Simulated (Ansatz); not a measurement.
# C2H6OSi2 (SMILES O[SiH2]C#C[SiH3]), run twice

Aim: a single-point energy of C2H6OSi2 at RASSCF(10,9)/6-311G (density fitting with def2-universal-jkfit, max holes 2, max particles 2, ras orbitals (4, 2, 3)).

The results are computed with Ansatz 0.2.0.

3 further runs of the same task are left out: 1 that didn't finish, 2 set aside as unsound or not needed.

## (1) The structure to begin with

C2H6OSi2: 11 atoms, total charge 0, spin state singlet. SMILES: `O[SiH2]C#C[SiH3]`. The shape is that of a PBE0-D4/def2-TZVP optimisation. This is one conformer, not always the lowest.

Bond lengths: O1–Si2 1.641 Å, Si2–C3 1.830 Å, C3–C4 1.215 Å, C4–Si5 1.826 Å, O1–H6 0.958 Å, Si2–H7 1.485 Å, Si2–H8 1.477 Å, Si5–H9 1.483 Å, Si5–H10 1.483 Å, Si5–H11 1.483 Å. Some angles: O1–Si2–C3 111.3°, Si2–C3–C4 179.3°, C3–C4–Si5 179.7°, O1–Si2–H7 112.0°, O1–Si2–H8 106.2°, C3–Si2–H7 106.9°, C3–Si2–H8 109.7°, Si2–O1–H6 117.9°, C4–Si5–H9 109.2°, C4–Si5–H10 109.2°.

## (2) First attempt

The input, run.yaml:

```yaml
basis:
  gaussian:
    orbitals: 6-311G.json
    fitting: {mean_field: def2-universal-jkfit}
crystal:
  periodic: [false, false, false]
  atoms:
    - {symbol: O, position_ang: [-3.446280, -3.397500, 2.698380]}
    - {symbol: Si, position_ang: [-0.581040, -2.691540, 2.837880]}
    - {symbol: C, position_ang: [0.232920, -0.522540, 0.495360]}
    - {symbol: C, position_ang: [0.764460, 0.938160, -1.043100]}
    - {symbol: Si, position_ang: [1.571040, 3.119400, -3.365460]}
    - {symbol: H, position_ang: [-4.597200, -2.113380, 2.721600]}
    - {symbol: H, position_ang: [0.065700, -1.582740, 5.182020]}
    - {symbol: H, position_ang: [0.759420, -4.957920, 2.464740]}
    - {symbol: H, position_ang: [2.892780, 5.149980, -2.244420]}
    - {symbol: H, position_ang: [3.115620, 1.931400, -5.189760]}
    - {symbol: H, position_ang: [-0.659880, 4.023900, -4.519980]}
correlation:
  active_space: {ras: {orbitals: [4, 2, 3], electrons: 10, max_holes: 2, max_particles: 2}}
  frozen_orbitals: {C: 1, H: 0, O: 1, Si: 5}
```

The basis set 6-311G is read from a file made from the Basis Set Exchange's data (not shown).

Started as:

```
ansatz run run.yaml --threads 1 --pin off --max-ram 2610MiB --events-out events.jsonl --progress --plain --runs-dir runs
```

The log of the run:

```text
Warning: RAYON_NUM_THREADS=1 ignored (pool sized by the plan → 1); use --threads N
Functional definition: HF
  name "HF"
  exchange = exact_x
  correlation = 0
591 factors; integrals over basis functions are off by at most 1.1e0 eV
mean field evaluation 1: about -19845.2985 eV, gradient 6.9e1 eV
mean field evaluation 2: about -19378.5737 eV, gradient 2.4e2 eV
mean field evaluation 4: about -19744.9166 eV, gradient 1.5e2 eV
mean field evaluation 8: about -19872.6778 eV, gradient 5.6e0 eV
mean field evaluation 16: about -19873.0401 eV, gradient 3.5e0 eV
mean field evaluation 32: about -19873.2001 eV, gradient 1.7e-1 eV
mean field evaluation 64: about -19873.2052 eV, gradient 9.4e-2 eV
mean field evaluation 96: about -19873.2058 eV, gradient 7.1e-2 eV
mean field evaluation 128: about -19872.5102 eV, gradient 4.1e0 eV
mean field evaluation 160: about -19867.7214 eV, gradient 2.1e1 eV
mean field evaluation 192: about -19873.0663 eV, gradient 1.1e0 eV
mean field evaluation 224: about -19873.1972 eV, gradient 1.1e-1 eV
mean field -19873.20597324 eV, -730.3268489739 hartree, gradient 2.9e-6 eV, S^2 0.000000; 17 other end points of the search recorded, 0 dependent functions left out
reference -19873.20597324 eV, -730.3268489739 hartree; 27, 27 occupied and 72, 72 virtual orbitals, 591 factors
state -19881.64298458 eV, -730.6369034216 hartree
Total energy: -19881.64298458 eV, -730.6369034216 hartree
```

Run time: 26 s. Hardware: 1 thread of Intel Xeon 6975P-C (Granite Rapids), shared host; peak memory 0.23 GiB.

## (3) Diagnosis

The program ended normally, but the settings are unsound, so its numbers aren't properties of the molecule.

The fault: the atoms are pulled far apart. As the program read them, the closest atoms are 1.72 Å apart, against 0.96 Å in the sound input.

## (4) The mended input

The input, run.yaml:

```yaml
crystal:
  periodic: [false, false, false]
  atoms:
    - {symbol: O, position_ang: [-1.914600, -1.887500, 1.499100]}
    - {symbol: Si, position_ang: [-0.322800, -1.495300, 1.576600]}
    - {symbol: C, position_ang: [0.129400, -0.290300, 0.275200]}
    - {symbol: C, position_ang: [0.424700, 0.521200, -0.579500]}
    - {symbol: Si, position_ang: [0.872800, 1.733000, -1.869700]}
    - {symbol: H, position_ang: [-2.554000, -1.174100, 1.512000]}
    - {symbol: H, position_ang: [0.036500, -0.879300, 2.878900]}
    - {symbol: H, position_ang: [0.421900, -2.754400, 1.369300]}
    - {symbol: H, position_ang: [1.607100, 2.861100, -1.246900]}
    - {symbol: H, position_ang: [1.730900, 1.073000, -2.883200]}
    - {symbol: H, position_ang: [-0.366600, 2.235500, -2.511100]}
basis:
  gaussian:
    orbitals: 6-311G.json
    fitting: {mean_field: def2-universal-jkfit}
output: {orbitals: {seedname: orbitals}}
correlation:
  active_space: {ras: {orbitals: [4, 2, 3], electrons: 10, max_holes: 2, max_particles: 2}}
  frozen_orbitals: {C: 1, H: 0, O: 1, Si: 5}
```

The basis set 6-311G is read from a file made from the Basis Set Exchange's data (not shown).

Started as:

```
ansatz run run.yaml --threads 1 --pin off --max-ram 2610MiB --events-out events.jsonl --progress --plain --runs-dir runs
```

The log of the run:

```text
Warning: RAYON_NUM_THREADS=1 ignored (pool sized by the plan → 1); use --threads N
[... 4 set-up lines as earlier in the session ...]
591 factors; integrals over basis functions are off by at most 6.2e-1 eV
mean field evaluation 1: about -19911.0473 eV, gradient 3.8e1 eV
mean field evaluation 2: about -19913.8120 eV, gradient 2.2e1 eV
mean field evaluation 4: about -19914.6579 eV, gradient 8.8e-1 eV
mean field -19914.66075488 eV, -731.8502841000 hartree, gradient 1.1e-6 eV, S^2 0.000000; 0 other end points of the search recorded, 0 dependent functions left out
reference -19914.66075488 eV, -731.8502841000 hartree; 27, 27 occupied and 72, 72 virtual orbitals, 591 factors
state -19917.88296271 eV, -731.9686980537 hartree
Total energy: -19917.88296271 eV, -731.9686980537 hartree
```

Run time: 15 s. Hardware: 1 thread of Intel Xeon 6975P-C (Granite Rapids), shared host; peak memory 0.2 GiB.

## (5) Summary of results

Level: RASSCF(10,9)/6-311G (density fitting with def2-universal-jkfit, max holes 2, max particles 2, ras orbitals (4, 2, 3)).

```
    quantity          value
total energy  -731.96870 Eh
```

In words: The first attempt's energy was +36.240 eV off this one.
